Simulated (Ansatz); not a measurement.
# SiGeH₃ClF₂: how energies converge with the basis set

Aim: see how fast density functionals converge with the basis set for SiGeH₃ClF₂.

Computed with Ansatz 0.2.0, Gaussian basis. Level: one geometry, several basis sets.

The runs, in order: PBE0-D4/def2-SVP; ωB97M-V/def2-SVP; PBE0-D4/def2-QZVPP; ωB97M-V/def2-QZVPP; the functionals' def2-TZVPP values are taken from earlier runs.

## (1) The relaxed structure

All runs share one geometry, relaxed beforehand with PBE0-D4/def2-TZVP.

SMILES `[F][Ge]([F])([SiH3])[Cl]`, 8 atoms, charge 0, spin multiplicity 1.

Atoms are counted from 1 here; the program's logs count them from 0.

Bond lengths: F1–Ge2 1.724 Å, Ge2–F3 1.724 Å, Ge2–Si4 2.383 Å, Ge2–Cl5 2.129 Å, Si4–H6 1.481 Å, Si4–H7 1.481 Å, Si4–H8 1.481 Å. Angles: F1–Ge2–F3 103.8°, F1–Ge2–Si4 112.3°, F1–Ge2–Cl5 106.2°, F3–Ge2–Si4 112.3°, F3–Ge2–Cl5 106.2°, Si4–Ge2–Cl5 115.2°, Ge2–Si4–H6 106.9°, Ge2–Si4–H7 107.6°, Ge2–Si4–H8 106.9°, H6–Si4–H7 111.8°, H6–Si4–H8 111.5°, H7–Si4–H8 111.8°.

## (2) PBE0-D4 in def2-SVP

Input file in.yaml:

```yaml
crystal:
  periodic: [false, false, false]
  atoms:
    - {symbol: F, position_ang: [1.561806, -0.565033, 1.692442]}
    - {symbol: Ge, position_ang: [1.073519, 0.071809, 0.166075]}
    - {symbol: F, position_ang: [2.014800, -0.818991, -0.971578]}
    - {symbol: Si, position_ang: [-1.266516, -0.174361, -0.208346]}
    - {symbol: Cl, position_ang: [1.796393, 2.073661, 0.098155]}
    - {symbol: H, position_ang: [-1.955962, 0.599621, 0.849136]}
    - {symbol: H, position_ang: [-1.584356, -1.618368, -0.127129]}
    - {symbol: H, position_ang: [-1.547683, 0.374562, -1.554556]}
basis:
  gaussian: {orbitals: def2-SVP}
hamiltonian: {xc: pbe0, dispersion: d4}
output: {orbitals: {seedname: orbitals}}
```

Started as:

```console
$ ansatz run in.yaml --threads 4 --pin off --events-out ev --progress --plain --max-ram 10444MiB
```

Further steps of the session: ωB97M-V in def2-SVP; PBE0-D4 in def2-QZVPP; ωB97M-V in def2-QZVPP.

**Question.** What will the summary of the whole plan be? Wanted: PBE0-D4: double and triple zeta above quadruple; ωB97M-V: double and triple zeta above quadruple.

As calculated:

| quantity | value |
| --- | --- |
| PBE0-D4: double and triple zeta above quadruple | 23.39, 2.18 eV |
| ωB97M-V: double and triple zeta above quadruple | 23.39, 2.09 eV |

In words: PBE0-D4 gains 21.22 eV from double to triple zeta, then 2.18 eV more. Total energies overstate the basis error of differences, where much of it tends to cancel. The LUMO of ωB97M-V is positive and keeps falling with the basis (1.24 to 0.63 eV): an unbound level that the basis holds in place.
